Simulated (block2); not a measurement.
# DMRG/6-311G(d,p) run of [H2]+ (SMILES [H][H+])

What is the vertical electron affinity of [H2]+ at DMRG/6-311G**? Input form: a Python script.

The calculation is run with block2 0.5.4.

3 further runs of the same task are left out: 3 set aside as unsound or not needed.

## (1) The molecule

[H2]+: 2 atoms, total charge +1, spin state doublet. As SMILES, `[H][H+]`. The coordinates come from a GFN2-xTB relaxation.

## (2) The energy at DMRG/6-311G(d,p)

run_dmrg.py reads:

```python
import numpy as np
from pyscf import dft, gto, mcscf, scf
from pyblock2._pyscf.ao2mo import integrals as itg
from pyblock2.driver.core import DMRGDriver, SymmetryTypes

mol = gto.M(atom="""
H      0.000000     0.000000     0.000000
H      0.000000     0.000000     1.026910
""", basis="6-311g**", charge=1, spin=1, verbose=3, max_memory=2000)
print("nao = %d" % (mol.nao))
mf = scf.ROHF(mol)
mf.conv_tol = 1e-10
mf.max_cycle = 200
mf.kernel()
if not mf.converged:
    mf = mf.newton().run(mf.mo_coeff, mf.mo_occ)
print("reference energy = %.10f" % (mf.e_tot))
ks = dft.UKS(mol, xc="camb3lyp").set(conv_tol=1e-9, verbose=3).run(mf.make_rdm1())
if ks.converged:
    print("E(CAM-B3LYP) = %.8f" % (ks.e_tot))
ks = dft.UKS(mol, xc="pbe0").set(conv_tol=1e-9, verbose=3).run(mf.make_rdm1())
if ks.converged:
    print(f"E(PBE0) = {ks.e_tot:.8f}")
ks = dft.UKS(mol, xc="blyp").set(conv_tol=1e-9, verbose=3).run(mf.make_rdm1())
if ks.converged:
    print(f"E(BLYP) = {ks.e_tot:.8f}")
ks = dft.UKS(mol, xc="pbe").set(conv_tol=1e-9, verbose=3).run(mf.make_rdm1())
if ks.converged:
    print("E(PBE) = %.8f" % (ks.e_tot))
ncas, n_elec, spin, ecore, h1e, g2e, orb_sym = itg.get_rhf_integrals(mf, ncore=0, ncas=12, pg_symm=False, g2e_symm=1)
dmrg = DMRGDriver(scratch="./tmp", symm_type=SymmetryTypes.SU2, stack_mem=1500 << 20, n_threads=1)
idx = dmrg.orbital_reordering(h1e, g2e, method="fiedler")
print("orbital order:", idx.tolist())
h1e = h1e[np.ix_(idx, idx)]
g2e = g2e[np.ix_(idx, idx, idx, idx)]
orb_sym = np.array(orb_sym)[idx]
dmrg.initialize_system(n_sites=ncas, n_elec=n_elec, spin=spin, orb_sym=orb_sym)
mpo = dmrg.get_qc_mpo(h1e=h1e, g2e=g2e, ecore=ecore, iprint=0)
occs = np.array([1.9] * 0 + [1.0] * 1 + [0.1] * 11)[idx]
psi = dmrg.get_random_mps(tag="GS", bond_dim=25, nroots=1, occs=occs)
bond_dims = [25] * 3 + [50] * 4 + [100] * 3
noises = [0.0001] * 3 + [0.0001] * 4 + [1e-05] * 3 + [0]
thrds = [1e-09] * 10
e = dmrg.dmrg(mpo, psi, n_sweeps=16, tol=1e-06, bond_dims=bond_dims, noises=noises, thrds=thrds, iprint=1)
ms, dws, es = dmrg.get_dmrg_results()
print("discarded weight = %.3e" % (dws[-1]))
print(f"total energy = {e:.10f}")
dm1 = dmrg.get_1pdm(psi)
print("occupation numbers =", np.round(np.linalg.eigvalsh(dm1)[::-1], 5).tolist())
print("max block entropy = %.4f" % (max(dmrg.get_bipartite_entanglement(psi))))
csf, coef = dmrg.get_csf_coefficients(psi, cutoff=0.08, iprint=1)
print(f"leading coefficient squared = {np.max(np.abs(coef)) ** 2:.4f}")
ci = mcscf.CASCI(mf, 12, (1, 0))
ci.fix_spin_(ss=0.75)
ci.fcisolver.conv_tol = 1e-10
ci.fcisolver.max_cycle = 200
ci.kernel()
print(f"FCI energy = {ci.e_tot:.10f}")
```

On the command line:

```
$ python run_dmrg.py
```

The log of the run:

```text
nao = 12
converged SCF energy = -0.601069007564394
reference energy = -0.6010690076
converged SCF energy = -0.602981628360737  <S^2> = 0.75  2S+1 = 2
E(CAM-B3LYP) = -0.60298163
converged SCF energy = -0.60749506027253  <S^2> = 0.75  2S+1 = 2
E(PBE0) = -0.60749506
converged SCF energy = -0.605354541220476  <S^2> = 0.75  2S+1 = 2
E(BLYP) = -0.60535454
converged SCF energy = -0.607538853616741  <S^2> = 0.75  2S+1 = 2
E(PBE) = -0.60753885
orbital order: [2, 3, 9, 10, 0, 1, 6, 11, 4, 5, 8, 7]

Sweep =    0 | Direction =  forward | Bond dimension =   25 | Noise =  1.00e-04 | Dav threshold =  1.00e-09
Time elapsed =      0.023 | E =      -0.6010690076 | DW = 2.04697e-21

Sweep =    1 | Direction = backward | Bond dimension =   25 | Noise =  1.00e-04 | Dav threshold =  1.00e-09
Time elapsed =      0.044 | E =      -0.6010690076 | DE = 0.00e+00 | DW = 4.85150e-21

Sweep =    2 | Direction =  forward | Bond dimension =   25 | Noise =  1.00e-04 | Dav threshold =  1.00e-09
Time elapsed =      0.066 | E =      -0.6010690076 | DE = 0.00e+00 | DW = 4.02343e-22

Sweep =    3 | Direction = backward | Bond dimension =   50 | Noise =  1.00e-04 | Dav threshold =  1.00e-09
Time elapsed =      0.087 | E =      -0.6010690076 | DE = 0.00e+00 | DW = 3.26988e-21

Sweep =    4 | Direction =  forward | Bond dimension =   50 | Noise =  1.00e-04 | Dav threshold =  1.00e-09
Time elapsed =      0.109 | E =      -0.6010690076 | DE = -2.22e-16 | DW = 5.32194e-22

Sweep =    5 | Direction = backward | Bond dimension =   50 | Noise =  1.00e-04 | Dav threshold =  1.00e-09
Time elapsed =      0.130 | E =      -0.6010690076 | DE = 0.00e+00 | DW = 5.64264e-21

Sweep =    6 | Direction =  forward | Bond dimension =   50 | Noise =  1.00e-04 | Dav threshold =  1.00e-09
Time elapsed =      0.152 | E =      -0.6010690076 | DE = 0.00e+00 | DW = 1.00232e-21

Sweep =    7 | Direction = backward | Bond dimension =  100 | Noise =  1.00e-05 | Dav threshold =  1.00e-09
Time elapsed =      0.173 | E =      -0.6010690076 | DE = 6.66e-16 | DW = 7.65603e-21

Sweep =    8 | Direction =  forward | Bond dimension =  100 | Noise =  1.00e-05 | Dav threshold =  1.00e-09
Time elapsed =      0.195 | E =      -0.6010690076 | DE = -1.33e-15 | DW = 3.53680e-22

Sweep =    9 | Direction = backward | Bond dimension =  100 | Noise =  1.00e-05 | Dav threshold =  1.00e-09
Time elapsed =      0.216 | E =      -0.6010690076 | DE = 0.00e+00 | DW = 2.33913e-22

Sweep =   10 | Direction =  forward | Bond dimension =  100 | Noise =  0.00e+00 | Dav threshold =  1.00e-07
Time elapsed =      0.237 | E =      -0.6010690076 | DE = 2.00e-15 | DW = 3.95703e-31

discarded weight = 3.957e-31
total energy = -0.6010690076
occupation numbers = [1.0, 0.0, 0.0, 0.0, -0.0, -0.0, -0.0, -0.0, -0.0, -0.0, -0.0, -0.0]
max block entropy = 0.0000
mps center changed (temporarily)
DTRIE T =      0.000
Number of CSF =          1 (cutoff =      0.08)
Sum of weights of included CSF =    0.999999999991619

CSF          0 0000-0000000  =   -0.999999999995810
leading coefficient squared = 1.0000
CASCI E = -0.601069007564393  E(CI) = -1.11637922065025  S^2 = 0.7500000
FCI energy = -0.6010690076
```

Run time: 1.6 s. Hardware: 1 thread of Intel Xeon 6975P-C (Granite Rapids), shared host; peak memory 0.26 GiB.

## (3) Singlet neutral H2: the energy at DMRG/6-311G(d,p)

dmrg.py reads:

```python
import numpy as np
from pyscf import dft, gto, lo, mcscf, scf
from pyblock2._pyscf.ao2mo import integrals as itg
from pyblock2.driver.core import DMRGDriver, SymmetryTypes

geom = [
    ("H", (0.000000, 0.000000, 0.000000)),
    ("H", (0.000000, 0.000000, 1.026910)),
]
mol = gto.M(
    atom=geom,
    basis="6-311g**",
    spin=0,
    verbose=3,
    max_memory=2000,
)
print("nao                     : %d" % (mol.nao))
mf = scf.RHF(mol)
mf.conv_tol = 1e-10
mf.max_cycle = 200
mf.kernel()
if not mf.converged:
    mf = mf.newton().run(mf.mo_coeff, mf.mo_occ)
print("SCF energy              : %.10f" % (mf.e_tot))
# a few density functionals on the same geometry and basis
ks = dft.RKS(mol, xc="camb3lyp").set(conv_tol=1e-9, verbose=3).run()
if ks.converged:
    print(f"E(CAM-B3LYP)            : {ks.e_tot:.8f}")
ks = dft.RKS(mol, xc="pbe0").set(conv_tol=1e-9, verbose=3).run()
if ks.converged:
    print("E(PBE0)                 : %.8f" % (ks.e_tot))
ks = dft.RKS(mol, xc="blyp").set(conv_tol=1e-9, verbose=3).run()
if ks.converged:
    print(f"E(BLYP)                 : {ks.e_tot:.8f}")
ks = dft.RKS(mol, xc="pbe").set(conv_tol=1e-9, verbose=3).run()
if ks.converged:
    print("E(PBE)                  : %.8f" % (ks.e_tot))
# localise doubly occupied and virtual orbitals apart
mo = mf.mo_coeff.copy()
for a, b in ((0, 1), (1, 12)):
    if b - a > 1:
        mo[:, a:b] = lo.PM(mol, mo[:, a:b]).kernel()
mf.mo_coeff = mo
ncas, n_elec, spin, ecore, h1e, g2e, orb_sym = itg.get_rhf_integrals(mf, ncore=0, ncas=12, pg_symm=False, g2e_symm=1)
dmrg = DMRGDriver(scratch="./tmp", symm_type=SymmetryTypes.SU2, stack_mem=1500 << 20, n_threads=1)
# orbital ordering
idx = dmrg.orbital_reordering(h1e, g2e, method="fiedler")
print("orbital order:", idx.tolist())
h1e = h1e[np.ix_(idx, idx)]
g2e = g2e[np.ix_(idx, idx, idx, idx)]
orb_sym = np.array(orb_sym)[idx]
dmrg.initialize_system(n_sites=ncas, n_elec=n_elec, spin=spin, orb_sym=orb_sym)
mpo = dmrg.get_qc_mpo(h1e=h1e, g2e=g2e, ecore=ecore, iprint=0)
occs = np.array([1.7] * 1 + [0.3] * 11)[idx]
psi = dmrg.get_random_mps(tag="GS", bond_dim=75, nroots=1, occs=occs)
bond_dims = [75] * 4 + [100] * 2
noises = [0.0001] * 4 + [1e-05] * 2 + [0]
thrds = [1e-08] * 6
e = dmrg.dmrg(mpo, psi, n_sweeps=12, tol=1e-06, bond_dims=bond_dims, noises=noises, thrds=thrds, iprint=1)
ms, dws, es = dmrg.get_dmrg_results()
print("max discarded weight    : %.3e" % (dws[-1]))
print(f"total energy            : {e:.10f}")
dm1 = dmrg.get_1pdm(psi)
print("occupation numbers      :", np.round(np.linalg.eigvalsh(dm1)[::-1], 5).tolist())
print("largest bipartite entropy: %.4f" % (max(dmrg.get_bipartite_entanglement(psi))))
csf, coef = dmrg.get_csf_coefficients(psi, cutoff=0.05, iprint=1)
print(f"leading coefficient squared: {np.max(np.abs(coef)) ** 2:.4f}")
# exact diagonalisation in the same space
ci = mcscf.CASCI(mf, 12, (1, 1))
ci.fix_spin_(ss=0)
ci.fcisolver.conv_tol = 1e-10
ci.fcisolver.max_cycle = 200
ci.kernel()
print("E(FCI)                  : %.10f" % (ci.e_tot))
```

On the command line:

```
$ python dmrg.py
```

The log of the run:

```text
nao                     : 12
converged SCF energy = -1.09658233696362
SCF energy              : -1.0965823370
converged SCF energy = -1.14015353162795
E(CAM-B3LYP)            : -1.14015353
converged SCF energy = -1.13715201792015
E(PBE0)                 : -1.13715202
converged SCF energy = -1.13968808407337
E(BLYP)                 : -1.13968808
converged SCF energy = -1.13718421322679
E(PBE)                  : -1.13718421
orbital order: [2, 8, 7, 9, 11, 1, 0, 10, 6, 5, 4, 3]

Sweep =    0 | Direction =  forward | Bond dimension =   75 | Noise =  1.00e-04 | Dav threshold =  1.00e-08
Time elapsed =      0.040 | E =      -1.1339670088 | DW = 7.73983e-21

Sweep =    1 | Direction = backward | Bond dimension =   75 | Noise =  1.00e-04 | Dav threshold =  1.00e-08
Time elapsed =      0.079 | E =      -1.1373498158 | DE = -3.38e-03 | DW = 7.23246e-21

Sweep =    2 | Direction =  forward | Bond dimension =   75 | Noise =  1.00e-04 | Dav threshold =  1.00e-08
Time elapsed =      0.119 | E =      -1.1373717466 | DE = -2.19e-05 | DW = 1.23747e-20

Sweep =    3 | Direction = backward | Bond dimension =   75 | Noise =  1.00e-04 | Dav threshold =  1.00e-08
Time elapsed =      0.160 | E =      -1.1373717466 | DE = 0.00e+00 | DW = 5.84453e-21

Sweep =    4 | Direction =  forward | Bond dimension =  100 | Noise =  1.00e-05 | Dav threshold =  1.00e-08
Time elapsed =      0.199 | E =      -1.1373717466 | DE = 6.66e-16 | DW = 8.77246e-21

Sweep =    5 | Direction = backward | Bond dimension =  100 | Noise =  1.00e-05 | Dav threshold =  1.00e-08
Time elapsed =      0.239 | E =      -1.1373717466 | DE = 0.00e+00 | DW = 2.88659e-21

Sweep =    6 | Direction =  forward | Bond dimension =  100 | Noise =  0.00e+00 | Dav threshold =  1.00e-07
Time elapsed =      0.273 | E =      -1.1373717466 | DE = 0.00e+00 | DW = 1.13302e-20

max discarded weight    : 1.133e-20
total energy            : -1.1373717466
occupation numbers      : [1.94077, 0.04912, 0.00544, 0.0019, 0.0019, 0.00027, 0.00022, 0.00015, 0.00015, 5e-05, 2e-05, 1e-05]
largest bipartite entropy: 0.1378
mps center changed (temporarily)
DTRIE T =      0.000
Number of CSF =          2 (cutoff =      0.05)
Sum of weights of included CSF =    0.994063806094329

CSF          0 000000200000  =   -0.984803329639970
CSF          1 000002000000  =    0.155647704847700
leading coefficient squared: 0.9698
CASCI E = -1.13737174924222  E(CI) = -1.65268196232808  S^2 = 0.0000000
E(FCI)                  : -1.1373717492
```

Run time: 1.6 s. Hardware: 1 thread of Intel Xeon 6975P-C (Granite Rapids), shared host; peak memory 0.26 GiB.

## (4) Outcome

At DMRG/6-311G**:

| quantity | value |
| --- | --- |
| run 1, DMRG/6-311G**: total energy | -0.60107 Eh |
| singlet neutral H2: total energy | -1.13737 Eh |
| vertical electron affinity (to the singlet neutral) | 14.594 eV |

What this shows: At fixed nuclei the extra electron is bound by 14.59 eV (337 kcal/mol).
